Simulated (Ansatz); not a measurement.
# ZrSiO under changes of volume

One of the cells (13.506 Å³/atom); the others are scaled copies at fixed shape and fractional positions:

```
Zr Si O
1.0
     3.31999    0.00000    0.00000
     0.00000    3.31999    0.00000
     0.00000    0.00000    7.35184
Zr Si O
2 2 2
Direct
  0.50000 0.00000 0.30841
  0.00000 0.50000 0.69159
  0.00000 0.00000 0.00000
  0.50000 0.50000 0.00000
  0.50000 0.00000 0.61129
  0.00000 0.50000 0.38871
```

The cell comes from a database or a generator and needn't be the stable form of this composition.

* Program: Ansatz 0.2.0
* Functional: PBE
* Potentials or basis: Ansatz PAW
* Cutoff: 420 eV (not typed: the program's choice for these potentials)
* k mesh: 8 × 8 × 4
* Occupations: fermi-dirac, width 0.05 eV
* Spin: no spin polarisation

```tsv
volume (Å³/atom)	energy over the lowest point (meV/atom)	pressure (GPa)	largest force (eV/Å)
12.695	?	?	?
12.966	6.92	6.0	0.124
13.236	0.25	2.0	0.131
13.506	0.00	-1.6	0.138
13.776	5.57	-4.9	0.151
14.046	16.35	-7.8	0.218
14.316	31.80	-10.5	0.280
```

Problem. What does the run at 12.695 Å³/atom give?

Solution. Energy over the lowest point 20.77 meV/atom; pressure 10.5 GPa; largest force 0.179 eV/Å.

Worked out: A Birch-Murnaghan fit of order 3 (a polynomial in V^(-2/3)) to the other rows has its minimum at 13.38 Å³/atom with B0 = V·E''(V) = 179 GPa and B' = 4.3 at fixed shape and positions, which overstates the stiffness. It gives 20.85 meV/atom at 12.695 Å³/atom, against the run's 20.77, and -dE/dV = 10.5 GPa, against 10.5.

Energies are extrapolated to zero smearing.
